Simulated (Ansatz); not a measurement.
## C2H5BO, SMILES BC(=C)O: a geometry optimisation, step by step

Program: Ansatz 0.2.0 through its Python package.

Notebook, run cell by cell (the value of a cell's last expression is shown):

```python
import ansatz as az
import numpy as np
```

```python
BASIS = 'def2-SVP'
XC = 'PBE'
DISPERSION = 'd4'

molecule = (
    az.Crystal.molecule()
    .atom('B', (0.2762, 1.2342, 0.1023))
    .atom('C', (-0.0999, -0.2592, 0.1141))
    .atom('C', (0.0557, -1.0033, -0.9833))
    .atom('O', (-0.5076, -0.8375, 1.2753))
    .atom('H', (0.6422, 1.7856, -0.9088))
    .atom('H', (0.0601, 1.9505, 1.0575))
    .atom('H', (-0.1106, -2.0611, -0.9404))
    .atom('H', (0.503, -0.5629, -1.8996))
    .atom('H', (-0.7306, -0.2926, 2.1658))
)
```

```python
calculation = (
    molecule.calculation()
    .basis(gaussian=BASIS)
    .functional(XC, dispersion=DISPERSION)
)
symbols = [site.symbol for site in molecule.cartesian_sites]
start = np.array([site.position_ang for site in molecule.cartesian_sites], dtype=float)
def progress(event):
    if event['event'] == 'relax_step':
        row = event['data']
        print(f'step {row["step"]:3d}  E = {row["lagrangian_ev"]:.6f} eV  largest force component {row["allowed_force_max_ev_ang"]:.4f} eV/A')


rep = calculation.relax(force_tolerance=0.02).session().plan().execute(on_event=progress).report
end = np.array(rep['positions_ang'])
```

    step   1  E = -4867.191693 eV  largest force component 3.4451 eV/A
    step   2  E = -4867.488676 eV  largest force component 1.4996 eV/A
    step   3  E = -4867.632747 eV  largest force component 0.5829 eV/A
    step   4  E = -4867.643269 eV  largest force component 1.1508 eV/A
    step   5  E = -4867.655328 eV  largest force component 0.2415 eV/A
    step   6  E = -4867.659075 eV  largest force component 0.1254 eV/A
    step   7  E = -4867.661486 eV  largest force component 0.0419 eV/A
    step   8  E = -4867.661573 eV  largest force component 0.0071 eV/A

```python
print(f'E = {rep["free_energy_ev"]:.6f} eV = {rep["free_energy_ev"] / 27.211386246:.7f} Ha')
print('converged:', rep['converged'], ' doubts:', rep['published_state_doubts'] or 'none')
```

    E = -4867.661603 eV = -178.8832645 Ha
    converged: True  doubts: none

```python
print('final positions (A) and the move of each atom')
for symbol, xyz, old in zip(symbols, end, start):
    print(f'{symbol:2s} {xyz[0]:10.5f} {xyz[1]:10.5f} {xyz[2]:10.5f}   {np.linalg.norm(xyz - old):7.4f}')
```

    final positions (A) and the move of each atom
    B     0.22397    1.24902    0.12522    0.0589
    C    -0.09173   -0.26210    0.15969    0.0464
    C     0.09738   -1.02362   -0.96153    0.0512
    O    -0.56008   -0.86758    1.29550    0.0638
    H     0.63644    1.76425   -0.89326    0.0270
    H     0.05861    1.93108    1.12616    0.0714
    H    -0.11716   -2.10530   -0.97105    0.0542
    H     0.47232   -0.55309   -1.87956    0.0379
    H    -0.63124   -0.17897    1.98173    0.2380

```python
charges = rep['charge_distribution']
dipole = np.array(charges['dipole_moment_e_ang']) * 4.803205
print('dipole (D): {:.3f} {:.3f} {:.3f}, length {:.3f}'.format(*dipole, np.linalg.norm(dipole)))
print('atom  Mulliken   Lowdin')
for symbol, m, l in zip(symbols, charges['mulliken_charges_e'], charges['lowdin_charges_e']):
    print(f'{symbol:4s} {m:9.3f} {l:8.3f}')
with open('c2h5bo_opt.xyz', 'w') as handle:
    handle.write(f'{len(symbols)}\nrelaxed C2H5BO\n')
    handle.writelines(f'{s:2s} {x:11.6f} {y:11.6f} {z:11.6f}\n' for s, (x, y, z) in zip(symbols, end))
```

    dipole (D): -0.055 0.230 0.330, length 0.406
    atom  Mulliken   Lowdin
    B       -0.077   -0.105
    C        0.084   -0.130
    C       -0.060    0.035
    O       -0.187    0.198
    H       -0.006   -0.010
    H       -0.029   -0.019
    H        0.042    0.012
    H        0.055    0.025
    H        0.177   -0.005

File `c2h5bo_opt.xyz` afterwards:
```text
9
relaxed C2H5BO
B     0.223966    1.249018    0.125224
C    -0.091732   -0.262098    0.159688
C     0.097381   -1.023620   -0.961530
O    -0.560082   -0.867576    1.295498
H     0.636437    1.764254   -0.893264
H     0.058615    1.931081    1.126160
H    -0.117158   -2.105305   -0.971054
H     0.472316   -0.553088   -1.879555
H    -0.631242   -0.178965    1.981733
```

Caveats:
- Total energies depend on the basis set; only differences at equal settings carry meaning.
- The end point is the stationary point reached from this start; no frequency run checks that it is a minimum, and the basis set is modest.
- The Löwdin charges here are taken after orthogonalising the functions within each atom; they differ from plain Löwdin charges, and their signs can be unphysical.
- Timing: 20 s on 1 thread of Arm Neoverse V1 (shared host), peak memory 0.19 GiB.
